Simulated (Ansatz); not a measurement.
# F3HSTi: one species, many methods

The task here is to estimate one member of a computed series from the others.

Program: Ansatz 0.2.0, Gaussian basis. Level of theory: functionals in def2-TZVPP, the program's frozen cores in correlated methods. These are calculated values, not measurements.

Levels to be run: LDA (SPW92), PBE-D4, revPBE-D4, BLYP-D4, r2SCAN-D4, B97M-V, PBE0-D4, B3LYP-D4, r2SCANh-D4, r2SCAN0-D4, HSE06-D4, BHLYP-D4, CAM-B3LYP-D4, LC-ωPBE, ωB97X-V, ωB97M-V, B2PLYP, PBE-QIDH; CCSD(T)/def2-SVP; CCSD(T)/def2-TZVPP; MP2/def2-QZVPP; extrapolation to the limit; RPA on PBE.

**Structure used throughout**

An earlier PBE0-D4 in a triple-zeta def2 set relaxation fixed the geometry.

6 atoms, charge 0, spin multiplicity 1.

Atoms are counted from 1 here; the program's logs count them from 0.

Bond lengths: F1–Ti2 1.744 Å, Ti2–F3 1.738 Å, Ti2–F4 1.744 Å, Ti2–S5 2.273 Å, S5–H6 1.349 Å. Angles: F1–Ti2–F3 112.2°, F1–Ti2–F4 107.8°, F1–Ti2–S5 109.5°, F3–Ti2–F4 112.1°, F3–Ti2–S5 105.7°, F4–Ti2–S5 109.6°, Ti2–S5–H6 90.7°.

Geometry (Å):

```mol
F3HSTi
  3D, bonds by distance, orders not assigned

  6  5  0  0  0  0  0  0  0  0999 V2000
   -0.6024   -0.8110    1.5731 F   0  0
    0.2666   -0.4697    0.0995 Ti  0  0
    1.9651   -0.8052    0.2476 F   0  0
   -0.4747   -1.3928   -1.1817 F   0  0
    0.1166    1.7481   -0.3752 S   0  0
   -1.2293    1.6667   -0.4096 H   0  0
  1  2  8  0
  2  3  8  0
  2  4  8  0
  2  5  8  0
  5  6  8  0
M  END
```

The first run:

in.yaml reads:

```yaml
crystal:
  periodic: [false, false, false]
  atoms:
    - {symbol: F, position_ang: [-0.602407, -0.810958, 1.573063]}
    - {symbol: Ti, position_ang: [0.266618, -0.469749, 0.099535]}
    - {symbol: F, position_ang: [1.965139, -0.805166, 0.247586]}
    - {symbol: F, position_ang: [-0.474670, -1.392847, -1.181675]}
    - {symbol: S, position_ang: [0.116597, 1.748065, -0.375175]}
    - {symbol: H, position_ang: [-1.229277, 1.666655, -0.409635]}
basis:
  gaussian: {orbitals: def2-TZVPP}
hamiltonian: {xc: lda}
output: {orbitals: {seedname: orbitals}}
```

Command:

```
> ansatz run in.yaml --threads 4 --pin off --events-out ev --progress --plain --max-ram 10444MiB
```

Steps of the session up to this table: LDA; PBE-D4 (GGA); revPBE-D4 (GGA); BLYP-D4 (GGA); r2SCAN-D4 (meta-GGA); B97M-V (meta-GGA); B3LYP-D4 (hybrid); r2SCANh-D4 (hybrid); r2SCAN0-D4 (hybrid); HSE06-D4 (hybrid); BHLYP-D4 (hybrid); CAM-B3LYP-D4 (range-separated); LC-ωPBE (range-separated); ωB97X-V (range-separated); ωB97M-V (range-separated); B2PLYP (double hybrid); PBE-QIDH (double hybrid).

One table of the session follows, with a row left open; its other results are not shown here.

It belongs to the step «Frontier levels by functional». 

```
  functional  HOMO (eV)  LUMO (eV)  gap (eV)
 LDA (SPW92)      -7.35      -4.40      2.94
      PBE-D4      -7.15      -4.11      3.04
   revPBE-D4          ?          ?         ?
     BLYP-D4      -7.01      -4.03      2.98
   r2SCAN-D4      -7.46      -4.07      3.40
      B97M-V      -7.52      -4.05      3.47
     PBE0-D4      -8.42      -3.17      5.25
    B3LYP-D4      -8.18      -3.45      4.73
  r2SCANh-D4      -7.93      -3.70      4.23
  r2SCAN0-D4      -8.63      -3.13      5.50
    HSE06-D4      -8.02      -3.55      4.47
    BHLYP-D4      -9.54      -2.05      7.49
CAM-B3LYP-D4      -9.73      -2.05      7.68
     LC-ωPBE     -11.06      -0.86     10.20
     ωB97X-V     -10.71      -0.87      9.84
     ωB97M-V     -10.56      -0.86      9.70
```

Estimate the missing values for revPBE-D4.

As computed: HOMO (eV): -7.08; LUMO (eV): -4.01; gap (eV): 3.07. In the column «HOMO (eV)» it lies between PBE-D4 (-7.15) and BLYP-D4 (-7.01).
